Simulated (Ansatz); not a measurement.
# C4H14OSi2: small, medium and large basis sets

How large a basis does C4H14OSi2 need? Two functionals are run in growing sets.

Program: Ansatz 0.2.0, Gaussian basis. Level of theory: one geometry, several basis sets. These are calculated values, not measurements.

Levels to be run: PBE0-D4/def2-SVP; ωB97M-V/def2-SVP; PBE0-D4/def2-QZVPP; ωB97M-V/def2-QZVPP; the functionals' def2-TZVPP values are taken from earlier runs.

### Step 1. The relaxed structure

All runs share one geometry, relaxed beforehand with PBE0-D4 in a triple-zeta def2 set.

SMILES `C[SiH](C)O[SiH](C)C`, 21 atoms, charge 0, spin multiplicity 1.

Atoms are counted from 1 here; the program's logs count them from 0.

Bond lengths: C1–Si2 1.864 Å, C1–H8 1.094 Å, C1–H9 1.093 Å, C1–H10 1.093 Å, Si2–C3 1.860 Å, Si2–O4 1.640 Å, Si2–H11 1.495 Å, C3–H12 1.093 Å, C3–H13 1.092 Å, C3–H14 1.093 Å, O4–Si5 1.640 Å, Si5–C6 1.866 Å, Si5–C7 1.863 Å, Si5–H15 1.489 Å, C6–H16 1.093 Å, C6–H17 1.094 Å, C6–H18 1.094 Å, C7–H19 1.094 Å and more. Angles: Si2–C1–H8 110.8°, Si2–C1–H9 111.1°, Si2–C1–H10 110.8°, H8–C1–H9 107.9°, H8–C1–H10 108.0°, H9–C1–H10 108.0°, C1–Si2–C3 111.5°, C1–Si2–O4 109.9°, C1–Si2–H11 108.8°, C3–Si2–O4 108.3°, C3–Si2–H11 109.5°, O4–Si2–H11 108.7°, Si2–C3–H12 110.7°, Si2–C3–H13 110.9°, Si2–C3–H14 110.9°, H12–C3–H13 108.0°, H12–C3–H14 108.1°, H13–C3–H14 108.1° and more.

Coordinates:

```xyz
21
C4H14OSi2
C     0.4091    0.9445    2.3003
Si    0.6669   -0.5024    1.1538
C     0.6388   -2.1176    2.0758
O    -0.5179   -0.5352    0.0209
Si   -1.0119    0.1113   -1.4033
C    -0.9038    1.9730   -1.3405
C     0.0193   -0.5665   -2.7996
H     1.1933    0.9816    3.0616
H     0.4291    1.8896    1.7522
H    -0.5548    0.8693    2.8108
H     1.9848   -0.3431    0.4661
H    -0.3216   -2.2594    2.5784
H     0.7912   -2.9575    1.3941
H     1.4268   -2.1483    2.8332
H    -2.4324   -0.2963   -1.5872
H    -1.4932    2.3735   -0.5120
H     0.1311    2.3038   -1.2137
H    -1.2836    2.4141   -2.2663
H     1.0701   -0.2879   -2.6809
H    -0.0398   -1.6570   -2.8347
H    -0.3261   -0.1790   -3.7621
```

### Step 2. PBE0-D4 in def2-SVP

File in.yaml:

```yaml
crystal:
  periodic: [false, false, false]
  atoms:
    - {symbol: C, position_ang: [0.409069, 0.944477, 2.300333]}
    - {symbol: Si, position_ang: [0.666879, -0.502351, 1.153759]}
    - {symbol: C, position_ang: [0.638836, -2.117577, 2.075824]}
    - {symbol: O, position_ang: [-0.517880, -0.535177, 0.020900]}
    - {symbol: Si, position_ang: [-1.011867, 0.111312, -1.403325]}
    - {symbol: C, position_ang: [-0.903820, 1.973005, -1.340517]}
    - {symbol: C, position_ang: [0.019342, -0.566500, -2.799617]}
    - {symbol: H, position_ang: [1.193265, 0.981628, 3.061630]}
    - {symbol: H, position_ang: [0.429053, 1.889642, 1.752230]}
    - {symbol: H, position_ang: [-0.554839, 0.869349, 2.810794]}
    - {symbol: H, position_ang: [1.984780, -0.343083, 0.466088]}
    - {symbol: H, position_ang: [-0.321564, -2.259389, 2.578424]}
    - {symbol: H, position_ang: [0.791192, -2.957503, 1.394118]}
    - {symbol: H, position_ang: [1.426822, -2.148341, 2.833162]}
    - {symbol: H, position_ang: [-2.432417, -0.296328, -1.587213]}
    - {symbol: H, position_ang: [-1.493228, 2.373461, -0.512032]}
    - {symbol: H, position_ang: [0.131116, 2.303761, -1.213743]}
    - {symbol: H, position_ang: [-1.283624, 2.414079, -2.266346]}
    - {symbol: H, position_ang: [1.070140, -0.287884, -2.680926]}
    - {symbol: H, position_ang: [-0.039781, -1.657001, -2.834727]}
    - {symbol: H, position_ang: [-0.326071, -0.178976, -3.762115]}
basis:
  gaussian: {orbitals: def2-SVP}
hamiltonian: {xc: pbe0, dispersion: d4}
output: {orbitals: {seedname: orbitals}}
```

Run with:

```console
$ ansatz run in.yaml --threads 2 --pin off --events-out ev --progress --plain --max-ram 32768MiB --backend cpu
```

The runs that follow: ωB97M-V in def2-SVP; PBE0-D4 in def2-QZVPP; ωB97M-V in def2-QZVPP.

Before running them: what should the planned runs give, taken together? Wanted: PBE0-D4: double and triple zeta above quadruple; ωB97M-V: double and triple zeta above quadruple.

**Answer**, as computed:

| quantity | value |
| --- | --- |
| PBE0-D4: double and triple zeta above quadruple | 14.12, 0.93 eV |
| ωB97M-V: double and triple zeta above quadruple | 14.50, 0.88 eV |

In words: PBE0-D4 gains 13.18 eV from double to triple zeta, then 0.93 eV more. Total energies overstate the basis error of differences, where much of it tends to cancel. The LUMO of ωB97M-V is positive and keeps falling with the basis (3.10 to 1.64 eV): an unbound level that the basis holds in place.
